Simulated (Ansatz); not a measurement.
# CH8AlClSi2: a ladder of functionals and wavefunction methods

The task here is to estimate one member of a computed series from the others.

Program: Ansatz 0.2.0, Gaussian basis. Level of theory: functionals in def2-TZVPP, the program's frozen cores in correlated methods. These are calculated values, not measurements.

Plan: PBE-D4, r2SCAN-D4, PBE0-D4, B3LYP-D4, ωB97X-V, ωB97M-V, B2PLYP; CCSD(T)/def2-TZVPP; MP2/def2-QZVPP; extrapolation to the limit.

## The geometry

The geometry comes from an earlier relaxation with PBE0-D4 in a triple-zeta def2 set; it is a stationary point, not always the lowest conformer.

13 atoms, charge 0, spin multiplicity 1.

Atoms are counted from 1 here; the program's logs count them from 0.

Bond lengths: Al1–Si2 2.459 Å, Al1–H6 1.590 Å, Al1–H7 1.587 Å, Si2–Si3 2.338 Å, Si2–C4 1.931 Å, Si2–H8 1.494 Å, Si3–H9 1.488 Å, Si3–H10 1.489 Å, Si3–H11 1.490 Å, C4–Cl5 1.825 Å, C4–H12 1.089 Å, C4–H13 1.089 Å. Angles: Si2–Al1–H6 116.9°, Si2–Al1–H7 121.5°, H6–Al1–H7 120.8°, Al1–Si2–Si3 125.0°, Al1–Si2–C4 89.3°, Al1–Si2–H8 116.6°, Si3–Si2–C4 108.4°, Si3–Si2–H8 108.0°, C4–Si2–H8 105.7°, Si2–Si3–H9 109.9°, Si2–Si3–H10 109.6°, Si2–Si3–H11 112.4°, H9–Si3–H10 108.5°, H9–Si3–H11 108.3°, H10–Si3–H11 108.0°, Si2–C4–Cl5 104.9°, Si2–C4–H12 114.0°, Si2–C4–H13 116.5° and more.

The first run:

in.yaml reads:

```yaml
crystal:
  periodic: [false, false, false]
  atoms:
    - {symbol: Al, position_ang: [-2.017448, 0.833057, 0.787751]}
    - {symbol: Si, position_ang: [-0.292597, -0.592473, -0.232806]}
    - {symbol: Si, position_ang: [1.609796, -1.391295, 0.866522]}
    - {symbol: C, position_ang: [0.229085, 0.887164, -1.357922]}
    - {symbol: Cl, position_ang: [-1.195595, 2.027574, -1.324427]}
    - {symbol: H, position_ang: [-1.540357, 1.835361, 1.925632]}
    - {symbol: H, position_ang: [-3.562126, 0.588417, 0.515327]}
    - {symbol: H, position_ang: [-0.771468, -1.659546, -1.162893]}
    - {symbol: H, position_ang: [1.236982, -2.506666, 1.778232]}
    - {symbol: H, position_ang: [2.213086, -0.298384, 1.678381]}
    - {symbol: H, position_ang: [2.646256, -1.887764, -0.081714]}
    - {symbol: H, position_ang: [1.063986, 1.467747, -0.968186]}
    - {symbol: H, position_ang: [0.400901, 0.662108, -2.409096]}
basis:
  gaussian: {orbitals: def2-TZVPP}
hamiltonian: {xc: pbe, dispersion: d4}
output: {forces: true, orbitals: {seedname: orbitals}}
```

The run is started by

```
$ ansatz run in.yaml --threads 4 --pin off --events-out ev --progress --plain --max-ram 10444MiB
```

Steps of the session up to this table: PBE-D4 (GGA); r2SCAN-D4 (meta-GGA); PBE0-D4 (hybrid); B3LYP-D4 (hybrid); ωB97X-V (range-separated); ωB97M-V (range-separated); B2PLYP (double hybrid); CCSD(T) in def2-TZVPP; MP2 in def2-QZVPP.

One table of the session follows, with a row left open; its other results are not shown here.

| method | atomisation energy (kcal/mol) |
| --- | --- |
| PBE-D4 | 921.2 |
| r2SCAN-D4 | 925.1 |
| PBE0-D4 | 917.5 |
| B3LYP-D4 | 918.3 |
| ωB97X-V | 930.4 |
| ωB97M-V | 923.3 |
| B2PLYP | 904.4 |
| HF/def2-TZVPP | 691.6 |
| MP2/def2-TZVPP | 897.3 |
| CCSD/def2-TZVPP | 887.9 |
| CCSD(T)/def2-TZVPP | 899.2 |
| MP2/CBS | 921.6 |
| CCSD(T)/CBS | ? |

Estimate the missing values for CCSD(T)/CBS.

The run gave: atomisation energy (kcal/mol): 923.5. In the column «atomisation energy (kcal/mol)» it lies between ωB97M-V (923.3) and r2SCAN-D4 (925.1).

Caveats from the session: Free atoms (1 Al, 2 Si, 1 C, 1 Cl, 8 H) were run apart at each level; the atomisation energy is their sum less the molecule, without zero-point or spin-orbit terms.
